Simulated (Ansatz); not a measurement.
# ClF2H3O2Zr: the cost of one run

All numbers below are computed with Ansatz 0.2.0 (RKS B3LYP-D4/def2-SVP).

### 1 The starting structure

Bond lengths: Zr1–Cl2 2.870 Å, Zr1–F3 1.980 Å, Zr1–F4 1.979 Å, Zr1–O5 2.069 Å, O5–H6 1.010 Å, Zr1–O7 2.370 Å, O7–H8 1.010 Å. Angles: Cl2–Zr1–F3 109.4°, Cl2–Zr1–F4 109.5°, Cl2–Zr1–O5 109.5°, Cl2–Zr1–O7 71.6°, F3–Zr1–F4 109.5°, F3–Zr1–O5 109.5°, F3–Zr1–O7 178.9°, F4–Zr1–O5 109.5°, F4–Zr1–O7 69.8°, O5–Zr1–O7 70.1°, Zr1–O5–H6 109.5°, Zr1–O7–H8 109.5°.

Coordinates:

```xyz
9

Zr    0.0000    0.0000    0.0000
Cl    0.0000    0.0000    2.8700
F     1.8671    0.0000   -0.6593
F    -0.9326    1.6157   -0.6593
O    -0.9750   -1.6891   -0.6893
H    -1.4296   -2.1548    0.0831
O    -2.2491    0.0072    0.7473
H    -2.7960   -0.6214    0.1765
H    -1.5726    0.0050    2.0020
```

### 2 A restrained relaxation towards end A

Springs on the bonds that form and break draw the guess towards this end; the thresholds are loose.

The input, input.yaml:

```yaml
crystal:
  periodic: [false, false, false]
  atoms:
    - { symbol: Zr, position_ang: [0.0, 0.0, 0.0] }
    - { symbol: Cl, position_ang: [0.0, 0.0, 2.87] }
    - { symbol: F, position_ang: [1.8671, 0.0, -0.6593] }
    - { symbol: F, position_ang: [-0.9326, 1.6157, -0.6593] }
    - { symbol: O, position_ang: [-0.975, -1.6891, -0.6893] }
    - { symbol: H, position_ang: [-1.4296, -2.1548, 0.0831] }
    - { symbol: O, position_ang: [-2.2491, 0.0072, 0.7473] }
    - { symbol: H, position_ang: [-2.796, -0.6214, 0.1765] }
    - { symbol: H, position_ang: [-1.5726, 0.005, 2.002] }
basis:
  gaussian: { orbitals: def2-SVP }
hamiltonian:
  xc: b3lyp
  dispersion: d4
relax:
  f_tol: 0.15
  max_steps: 25
  restrain:
    - { distance: [0, 6], at: 3.27, k: 30.0 }
    - { distance: [8, 1], at: 2.57, k: 30.0 }
    - { distance: [0, 1], at: 2.52, k: 30.0 }
    - { distance: [8, 6], at: 1.01, k: 30.0 }
```

Started as:

```sh
ansatz run input.yaml --threads 4 --pin off --max-ram 5120MiB --backend cpu --events-out ev --progress --plain --runs-dir out
```

**Question.** How long does this run take on 4 threads of Intel Xeon Platinum 8259CL at 2.50GHz (Skylake/Cascade Lake), shared host, and how much memory does it need?

About 51 s, with a peak of 0.33 GiB.
